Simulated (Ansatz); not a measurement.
# Ge₂H₄ (singlet): the correlation ladder at distance Ge1–Ge2 = 2.059 Å, cc-pVDZ

An exercise on one series of results from a longer session: the logs are not shown, and one member is left open.

Program: Ansatz 0.2.0, Gaussian basis. Level of theory: cc-pVDZ, core rule «outside noble gas», up to 28 orbitals frozen. These are calculated values, not measurements.

To be run: UHF; CCSD(T) on RHF; CCSD(T) on UHF; BCCD(T) on RHF; CISD; CCSDT(Q) on RHF; CCSDT(Q) on UHF; CASSCF and MRCISD+Q, 2 electrons in 2 orbitals; CASSCF and NEVPT2, 2 electrons in 2 orbitals; CASSCF and MRCISD+Q, 8 electrons in 8 orbitals; CASSCF and NEVPT2, 8 electrons in 8 orbitals.

22 further runs of the same task are left out: 2 for a known fault of the program, 3 for a mislabelled method, 13 that didn't finish, 4 set aside as unsound or not needed.

**The system**

The geometry derives from a PBE0/def2-TZVP stationary point (not a proven minimum). One bond is set to the value named and the two fragments are kept rigid. No spin-orbit coupling is included. The filled d shell of Ge may be among the frozen orbitals whatever the setting's name suggests; the logs give the count.

6 atoms, charge 0, spin multiplicity 1.

Atoms are counted from 1 here; the program's logs count them from 0.

Bond lengths: Ge1–Ge2 2.059 Å, Ge1–H3 1.539 Å, Ge1–H4 1.539 Å, Ge2–H5 1.539 Å, Ge2–H6 1.539 Å. Angles: Ge2–Ge1–H3 116.8°, Ge2–Ge1–H4 116.8°, H3–Ge1–H4 109.5°, Ge1–Ge2–H5 116.8°, Ge1–Ge2–H6 116.8°, H5–Ge2–H6 109.5°.

Set-up of the first run:

in.yaml reads:

```yaml
crystal:
  periodic: [false, false, false]
  atoms:
    - {symbol: Ge, position_ang: [-0.044086, 0.000000, 1.028556]}
    - {symbol: Ge, position_ang: [0.044086, 0.000000, -1.028556]}
    - {symbol: H, position_ang: [0.480033, -1.257455, 1.745329]}
    - {symbol: H, position_ang: [0.480033, 1.257455, 1.745329]}
    - {symbol: H, position_ang: [-0.480033, -1.257455, -1.745329]}
    - {symbol: H, position_ang: [-0.480033, 1.257455, -1.745329]}
basis:
  gaussian: {orbitals: cc-pVDZ}
magnetization: {spin_polarized: true, initial_magnetization: 0}
hamiltonian: {xc: hf}
output: {orbitals: {seedname: orbitals}}
```

Started as:

```sh
$ ansatz run in.yaml --threads 1 --pin off --events-out ev --progress --plain --max-ram 2393MiB
```

Steps of the session up to this table: UHF; CCSD(T) on RHF; CCSD(T) on UHF; BCCD(T) on RHF; CISD; CCSDT(Q) on RHF; CCSDT(Q) on UHF; CASSCF and MRCISD+Q, 2 electrons in 2 orbitals; CASSCF and NEVPT2, 2 electrons in 2 orbitals; CASSCF and MRCISD+Q, 8 electrons in 8 orbitals; CASSCF and NEVPT2, 8 electrons in 8 orbitals.

One table of the session follows, with a row left open; its other results are not shown here.

| method | from RCCSDT(Q) (meV) |
| --- | --- |
| RHF | +6535.0 |
| UHF | +6438.5 |
| RMP2 | +1365.5 |
| CISD | ? |
| RCCSD | +260.9 |
| RCCSD(T) | +46.4 |
| BCCD(T) | +45.8 |
| RCCSDT | +12.7 |
| RCCSDT(Q) | 0 |
| CASSCF pair | +5895.0 |
| NEVPT2 pair | +1234.3 |
| MRCISD pair | +651.2 |
| MRCISD+Q pair | +64.5 |
| CASSCF frontier | +4669.5 |
| NEVPT2 frontier | +1228.6 |
| MRCISD frontier | +421.5 |
| MRCISD+Q frontier | +37.7 |

Q: Estimate the row for CISD from the others.

The run gave: from RCCSDT(Q) (meV): +860.3. In the column «from RCCSDT(Q) (meV)» it lies between MRCISD pair (+651.2) and NEVPT2 frontier (+1228.6).

Not comparable, so not listed: CCSD(T) on UHF; CCSDT(Q) on UHF (they don't share determinant, frozen orbitals or solution with the rows shown, or repeat one).

Limits of these values: Warnings: restricted reference is unstable; spin contamination.
